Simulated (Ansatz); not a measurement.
The input (input.yaml):

```yaml
crystal:
  lattice:
    - [8.039, 0.0, 0.0]
    - [0.0, 6.205, 0.0]
    - [0.0, 0.0, 7.635]
  atoms:
    - { symbol: K, position: [0.10727364, 0.19574281, 0.15085132] }
    - { symbol: K, position: [0.34169589, 0.69806835, 0.5907989] }
    - { symbol: K, position: [0.61773413, 0.26093493, 0.29164765] }
    - { symbol: K, position: [0.88715308, 0.75442659, 0.79606262] }
    - { symbol: P, position: [0.11403178, 0.21948124, 0.65864535] }
    - { symbol: P, position: [0.39120718, 0.70698433, 0.13119366] }
    - { symbol: P, position: [0.54783769, 0.21115393, 0.78636266] }
    - { symbol: P, position: [0.90722782, 0.70512041, 0.27759311] }
    - { symbol: O, position: [0.13452225, -0.01562778, 0.71306564] }
    - { symbol: O, position: [0.37712041, 0.89888384, 0.25359821] }
    - { symbol: O, position: [0.53679565, 0.38680541, 0.65254721] }
    - { symbol: O, position: [0.88736597, 0.46779685, 0.20770687] }
    - { symbol: O, position: [0.89439025, 0.88845428, 0.15795065] }
    - { symbol: O, position: [0.60196972, -0.02004393, 0.78243295] }
    - { symbol: O, position: [0.35890581, 0.48772319, 0.20110494] }
    - { symbol: O, position: [0.04731022, 0.3928613, 0.76538162] }
    - { symbol: F, position: [0.97593673, 0.16612477, 0.51600658] }
    - { symbol: F, position: [0.55414407, 0.71280775, 0.03916568] }
    - { symbol: F, position: [0.37928705, 0.22536258, 0.89988044] }
    - { symbol: F, position: [0.06171647, 0.6700408, 0.38829378] }
    - { symbol: F, position: [0.24911875, 0.28990699, 0.5077457] }
    - { symbol: F, position: [0.28285662, 0.74472462, -0.02512834] }
    - { symbol: F, position: [0.66928097, 0.3240301, 0.9210795] }
    - { symbol: F, position: [0.76266392, 0.72182079, 0.41365917] }
basis:
  ecutwfc: 420.0
kpoints:
  mp_grid: { grid: [2, 2, 2] }
hamiltonian:
  xc: pbesol
scf:
  occupations: { method: fermi_dirac, width: 0.05 }
  lower_state_search: "off"
  max_iter: 61
md:
  timestep: 1
  n_steps: 200
  ensemble: nvt_langevin
  temperature: 1170.0
  initial_velocities: maxwell_boltzmann
  seed: 170953
  friction: 0.5
```

Launched with:

```bash
$ ansatz run input.yaml --threads 2 --pin off --max-ram 5120MiB --backend cpu --events-out ev --progress --plain --runs-dir out
```

Hardware: 2 threads of Arm Neoverse V2, on a shared host.

**Question.** Roughly how long does this run take, and how much memory?

**Answer.** 26 min, with a peak of 1 GiB, for 201 ionic steps.
